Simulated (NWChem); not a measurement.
# One shape, several levels: BNH4Cl2 (SMILES [NH3+][BH-](Cl)Cl)

Aim: a comparison of 5 runs (HF/STO-3G, HF/3-21G, B3LYP/6-31G*, MP2/6-31G*) of BNH4Cl2. 

The calculation is run with NWChem 7.3.0.

**1. Starting point**

The species is BNH4Cl2 (8 atoms), meant as a singlet with charge 0. As SMILES, `[NH3+][BH-](Cl)Cl`. The shape is that of a GFN2-xTB optimisation.

Bond lengths: N1–B2 1.639 Å, B2–Cl3 1.826 Å, B2–Cl4 1.827 Å, N1–H5 1.019 Å, N1–H6 1.019 Å, N1–H7 1.021 Å, B2–H8 1.180 Å. Some angles: N1–B2–Cl3 102.9°, N1–B2–Cl4 103.0°, Cl3–B2–Cl4 113.4°, N1–B2–H8 110.1°, Cl3–B2–H8 113.1°, Cl4–B2–H8 113.2°, B2–N1–H5 110.5°, B2–N1–H6 110.6°, B2–N1–H7 106.4°, H5–N1–H6 111.0°.

**2. Energy and gradient at HF/STO-3G (run 1)**

File run.py:

```python
from ase import Atoms
from ase.calculators.nwchem import NWChem

atoms = Atoms(['N', 'B', 'Cl', 'Cl', 'H', 'H', 'H', 'H'], positions=[
    [-0.278510, 0.806030, 0.010210],
    [0.132790, -0.775540, 0.133060],
    [1.919680, -0.705920, 0.503410],
    [-0.237300, -1.426540, -1.533430],
    [-0.063990, 1.298730, 0.875750],
    [-1.263780, 0.903350, -0.230370],
    [0.288230, 1.193680, -0.744830],
    [-0.497130, -1.293780, 0.986200],
])

calc = NWChem(
    label='test',
    theory='scf',
    memory='2200 mb',
    basis='STO-3G',
    basispar='spherical bse',
    scf={'nopen': '0', 'rhf': None, 'thresh': '1e-08', 'maxiter': '80'},
)
atoms.calc = calc

forces = atoms.get_forces()
print(f"energy = {atoms.get_potential_energy():.6f} eV")
print("forces (eV/A):")
for s, f in zip(atoms.symbols, forces):
    print(f"{s:2s} {f[0]:10.5f} {f[1]:10.5f} {f[2]:10.5f}")
print("dipole (e A):", atoms.get_dipole_moment().round(4))
```

On the command line:

```sh
$ export ASE_NWCHEM_COMMAND="nwchem PREFIX.nwi > PREFIX.nwo"
$ python run.py
```

The program printed:

```text
energy = -26931.611597 eV
forces (eV/A):
N     0.35183   -1.40609    0.09708
B    -0.54919   -0.22549    0.64936
Cl    0.80265   -0.01193    0.30966
Cl   -0.28894   -0.36628   -0.68906
H     0.00854    0.58534    0.62416
H    -0.78290    0.31285   -0.10094
H     0.25917    0.59932   -0.48218
H     0.19885    0.51227   -0.40798
dipole (e A): [-0.7102  1.3692  0.2686]
```

The calculator wrote test.nwi:

```
title "test"

permanent_dir test

scratch_dir test

start test

geometry units angstrom nocenter noautosym noautoz
  N  -2.7850999999999998e-01 8.0603000000000002e-01 1.0210000000000000e-02
  B  1.3278999999999999e-01 -7.7554000000000001e-01 1.3306000000000001e-01
  Cl 1.9196800000000001e+00 -7.0591999999999999e-01 5.0341000000000002e-01
  Cl -2.3730000000000001e-01 -1.4265399999999999e+00 -1.5334300000000001e+00
  H  -6.3990000000000005e-02 1.2987299999999999e+00 8.7575000000000003e-01
  H  -1.2637799999999999e+00 9.0334999999999999e-01 -2.3036999999999999e-01
  H  2.8822999999999999e-01 1.1936800000000001e+00 -7.4482999999999999e-01
  H  -4.9713000000000002e-01 -1.2937799999999999e+00 9.8619999999999997e-01
end

memory 2200 mb

basis spherical bse noprint
   * library STO-3G
end

scf
  nopen 0
  rhf
  thresh 1e-08
  maxiter 80
end

task scf gradient
```

test.nwo:

```text
Northwest Computational Chemistry Package (NWChem) 7.3.0
             --------------------------------------------------------

           Job information
           ---------------

    nwchem branch   = 7.3.0
    use scalapack   = T
    input           = test.nwi
    prefix          = test.
    data base       = test/test.db
    status          = startup
    nproc           =        1

           Memory information
           ------------------

[... 5 lines left out ...]
    hardfail = no
[... 137 lines left out ...]
         Quadratically convergent ROHF
[... 14 lines left out ...]
       Final RHF  results
[... 4 lines left out ...]
      Two-electron energy =    580.249346647743
[... 41 lines left out ...]
                       ROHF Final Molecular Orbital Analysis
[... 210 lines left out ...]
                 ----------------------------------------
                 |  Time  |  1-e(secs)   |  2-e(secs)   |
                 ----------------------------------------
                 |  CPU   |       0.00   |       0.51   |
                 ----------------------------------------
                 |  WALL  |       0.00   |       0.51   |
                 ----------------------------------------

 Task  times  cpu:        3.6s     wall:        3.6s
 Total times  cpu:        3.6s     wall:        3.6s
```

Run time: 5.1 s. Hardware: 1 thread of Intel Xeon Platinum 8259CL at 2.50GHz (Skylake/Cascade Lake), shared host; peak memory 0.099 GiB.

**3. Energy and gradient at HF/3-21G (run 2)**

File input.xyz:

```xyz
8
BCl2H4N
N     -0.278510     0.806030     0.010210
B      0.132790    -0.775540     0.133060
Cl     1.919680    -0.705920     0.503410
Cl    -0.237300    -1.426540    -1.533430
H     -0.063990     1.298730     0.875750
H     -1.263780     0.903350    -0.230370
H      0.288230     1.193680    -0.744830
H     -0.497130    -1.293780     0.986200
```

File input.nw:

```
start input
title "BCl2H4N"
memory total 2200 mb

geometry noautosym nocenter noautoz
  load input.xyz
end

basis spherical bse
  * library 3-21G
end

scf
  thresh 1e-08
  maxiter 80
end

task scf gradient
```

On the command line:

```sh
$ nwchem input.nw > input.out
```

The program printed:

```text
[...]
  functions       =    52
[...]
  wavefunction    = RHF
[...]
         Total SCF energy =   -995.717505234527
      One-electron energy =  -1777.039429449873
      Two-electron energy =    579.605258823305
 Nuclear repulsion energy =    201.716665392041
        Time for solution =      2.5s
[...]
                         RHF ENERGY GRADIENTS
    atom               coordinates                        gradient
                 x          y          z           x          y          z
   1 N      -0.526308   1.523176   0.019294    0.002225  -0.008915   0.001169
   2 B       0.250937  -1.465558   0.251447    0.017096  -0.004727  -0.016308
   3 Cl      3.627669  -1.333995   0.951307   -0.029868   0.000791  -0.008157
   4 Cl     -0.448432  -2.695770  -2.897763    0.007465   0.013096   0.026554
   5 H      -0.120924   2.454244   1.654928    0.002884   0.002231   0.003881
   6 H      -2.388198   1.707084  -0.435336   -0.004477   0.000020  -0.002963
   7 H       0.544676   2.255728  -1.407525    0.003263  -0.000764  -0.003549
   8 H      -0.939439  -2.444890   1.863648    0.001412  -0.001732  -0.000627
[...]
```

It took 4.2 s on 1 thread of Intel Xeon Platinum 8259CL at 2.50GHz (Skylake/Cascade Lake), shared host; peak memory 0.1 GiB.

Runs 3 to 4 aren't shown in full; the table further down has their settings and results.

**4. Energy and forces at MP2/6-31G(d) (spherical functions) (run 5)**

File run.py:

```python
from ase import Atoms
from ase.calculators.nwchem import NWChem

molecule = Atoms(['N', 'B', 'Cl', 'Cl', 'H', 'H', 'H', 'H'], positions=[
    [-0.278510, 0.806030, 0.010210],
    [0.132790, -0.775540, 0.133060],
    [1.919680, -0.705920, 0.503410],
    [-0.237300, -1.426540, -1.533430],
    [-0.063990, 1.298730, 0.875750],
    [-1.263780, 0.903350, -0.230370],
    [0.288230, 1.193680, -0.744830],
    [-0.497130, -1.293780, 0.986200],
])

calc = NWChem(
    label='run',
    theory='mp2',
    memory='2200 mb',
    basis='6-31G*',
    basispar='spherical bse',
    scf={'nopen': '0', 'rhf': None, 'thresh': '1e-08', 'maxiter': '80'},
    mp2={'freeze': 'core 12', 'tight': None},
)
molecule.calc = calc

forces = molecule.get_forces()
e = molecule.get_potential_energy()
print(f"E = {e:.6f} eV")
print("forces (eV/A):")
for s, f in zip(molecule.symbols, forces):
    print(f"{s:2s} {f[0]:10.5f} {f[1]:10.5f} {f[2]:10.5f}")
```

On the command line:

```sh
$ export ASE_NWCHEM_COMMAND="nwchem PREFIX.nwi > PREFIX.nwo"
$ python run.py
```

The program printed:

```text
E = -27239.601950 eV
forces (eV/A):
N     0.09806   -0.53057    0.06618
B     0.30329    0.19407   -0.39744
Cl    0.20204   -0.03348    0.12712
Cl   -0.11215   -0.13102   -0.14424
H    -0.06243    0.18157    0.10074
H    -0.15406    0.14280    0.01805
H     0.00689    0.19494   -0.06448
H    -0.28164   -0.01831    0.29403
```

The calculator wrote run.nwi:

```
title "run"

permanent_dir run

scratch_dir run

start run

geometry units angstrom nocenter noautosym noautoz
  N  -2.7850999999999998e-01 8.0603000000000002e-01 1.0210000000000000e-02
  B  1.3278999999999999e-01 -7.7554000000000001e-01 1.3306000000000001e-01
  Cl 1.9196800000000001e+00 -7.0591999999999999e-01 5.0341000000000002e-01
  Cl -2.3730000000000001e-01 -1.4265399999999999e+00 -1.5334300000000001e+00
  H  -6.3990000000000005e-02 1.2987299999999999e+00 8.7575000000000003e-01
  H  -1.2637799999999999e+00 9.0334999999999999e-01 -2.3036999999999999e-01
  H  2.8822999999999999e-01 1.1936800000000001e+00 -7.4482999999999999e-01
  H  -4.9713000000000002e-01 -1.2937799999999999e+00 9.8619999999999997e-01
end

memory 2200 mb

basis spherical bse noprint
   * library 6-31G*
end

scf
  nopen 0
  rhf
  thresh 1e-08
  maxiter 80
end
mp2
  freeze core 12
  tight
end

task mp2 gradient
```

run.nwo:

```text
Northwest Computational Chemistry Package (NWChem) 7.3.0
             --------------------------------------------------------

           Job information
           ---------------

    nwchem branch   = 7.3.0
    use scalapack   = T
    input           = run.nwi
    prefix          = run.
    data base       = run/run.db
    status          = startup
    nproc           =        1

           Memory information
           ------------------

[... 5 lines left out ...]
    hardfail = no
[... 139 lines left out ...]
 Convergence threshold     :          1.000E-08
[... 16 lines left out ...]
      One-electron energy =  -1782.873128623998
[... 45 lines left out ...]
                       ROHF Final Molecular Orbital Analysis
[... 385 lines left out ...]
  MP2 natural orbitals output to run/run.mp2nos
[... 11 lines left out ...]
                 ----------------------------------------
                 |  Time  |  1-e(secs)   |  2-e(secs)   |
                 ----------------------------------------
                 |  CPU   |       0.01   |       4.56   |
                 ----------------------------------------
                 |  WALL  |       0.01   |       4.56   |
                 ----------------------------------------
 -----------------------
 Task  times  cpu:       41.9s     wall:       41.9s
 Total times  cpu:       41.9s     wall:       41.9s
```

Run time: 44 s. Hardware: 1 thread of Intel Xeon Platinum 8259CL at 2.50GHz (Skylake/Cascade Lake), shared host; peak memory 0.18 GiB.

**5. The series**

| run | level | iteration cap | module | energy (Eh) | dipole moment (D) | HOMO energy (eV) | LUMO energy (eV) | wall time |
| --- | --- | --- | --- | --- | --- | --- | --- | --- |
| 1 | HF/STO-3G | 80 | scf | -989.718479 | 7.52 | -9.14 | 12.55 | 5.1 s |
| 2 | HF/3-21G | 80 | scf | -995.717505 | 7.50 | -11.22 | 4.97 | 4.2 s |
| 3 | B3LYP/6-31G* (spherical functions) | 100 | dft | -1002.503598 | 6.46 | -7.50 | 0.47 | 42 s |
| 4 | B3LYP/6-31G* (Cartesian functions) | 100 | dft | -1002.511848 | 6.45 | -7.50 | 0.44 | 45 s |
| 5 | MP2/6-31G* (spherical functions) | 80 | mp2 | -1001.036916 | 6.62 | -11.15 | 4.28 | 44 s |

**6. Summary of results**

```
                                                      quantity           value
                                           run 5: total energy  -1001.03692 Eh
run 5: dipole moment (of the density that the program reports)          6.62 D
                    run 5: HOMO energy (Hartree–Fock orbitals)       -11.15 eV
                    run 5: LUMO energy (Hartree–Fock orbitals)         4.28 eV
                  run 5: HOMO–LUMO gap (Hartree–Fock orbitals)        15.43 eV
           run 5: correlation energy (12 core orbitals frozen)      -512.3 mEh
                               run 5: largest force on an atom      0.544 eV/Å
```

The dipole moment (its size) runs from 6.45 D (B3LYP/6-31G*) to 7.52 D (HF/STO-3G). The two ends differ in method and basis. Over runs 1, 2, 3, 4 the HOMO–LUMO gap runs from 7.94 eV (B3LYP/6-31G*) to 21.70 eV (HF/STO-3G). In run 1 the basis is minimal, so the values are rough. All runs together took 2.3 min, the longest 45 s.
